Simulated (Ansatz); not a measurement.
# TaAl4: the cost of one run

Method: DFT PBE, scalar-relativistic, plane waves, PAW, in Ansatz 0.2.0.

1 further run of the same task is left out (it didn't finish).

## Step 1: Starting point

It takes space group I4/mmm (No. 139, tetragonal). Conventional cell: a = 4.054 Å, b = 4.054 Å, c = 10.952 Å, α = 90.00°, β = 90.00°, γ = 90.00°. Around Ta (site symmetry 4/mmm) lie 16 Al at 3.11 to 3.41 Å. Around Al (site symmetry 4mm) lie 5 Al at 2.41 to 2.54 Å and 4 Ta at 3.11 Å. Al (site symmetry -4m2) is surrounded by 8 Al at 2.54 to 2.87 Å.

Structure file:

```
CELL_PARAMETERS angstrom
-2.02711 2.02711 5.47614
2.02711 -2.02711 5.47614
2.02711 2.02711 -5.47614
ATOMIC_POSITIONS crystal
Ta 0.00000 0.00000 0.00000
Al 0.38998 0.38998 0.00000
Al 0.25000 0.75000 0.50000
Al 0.75000 0.25000 0.50000
Al 0.61002 0.61002 0.00000
```

Recipe of the guess: species swapped into a database cell of SmAl4 (I4/mmm, No. 139), with Ta on the Sm sites. Its size is a rough estimate.

## Step 2: The guess as it stands, on a coarse mesh

Input file input.yaml:

```yaml
crystal:
  lattice:
    - [-2.02710672, 2.02710672, 5.47614458]
    - [2.02710672, -2.02710672, 5.47614458]
    - [2.02710672, 2.02710672, -5.47614458]
  atoms:
    - { symbol: Ta, position: [0.0, 0.0, 0.0] }
    - { symbol: Al, position: [0.38997799, 0.38997799, 0.0] }
    - { symbol: Al, position: [0.25, 0.75, 0.5] }
    - { symbol: Al, position: [0.75, 0.25, 0.5] }
    - { symbol: Al, position: [0.61002201, 0.61002201, 0.0] }
basis:
  ecutwfc: 420
kpoints:
  mp_grid: { grid: [6, 6, 6] }
hamiltonian:
  xc: pbe
scf:
  occupations: { method: gaussian, width: 0.1 }
  lower_state_search: "off"
output:
  forces: true
  stress: true
  eigenvalues: true
```

Run with:

```bash
$ ansatz run input.yaml --threads 1 --pin off --max-ram 2560MiB --backend cpu --events-out ev --progress --plain --runs-dir out
```

**Question.** How long does this run take on 1 thread of Intel Xeon at 2.70GHz, shared host, and how much memory does it need?

About 2.8 s, with a peak of 0.38 GiB.
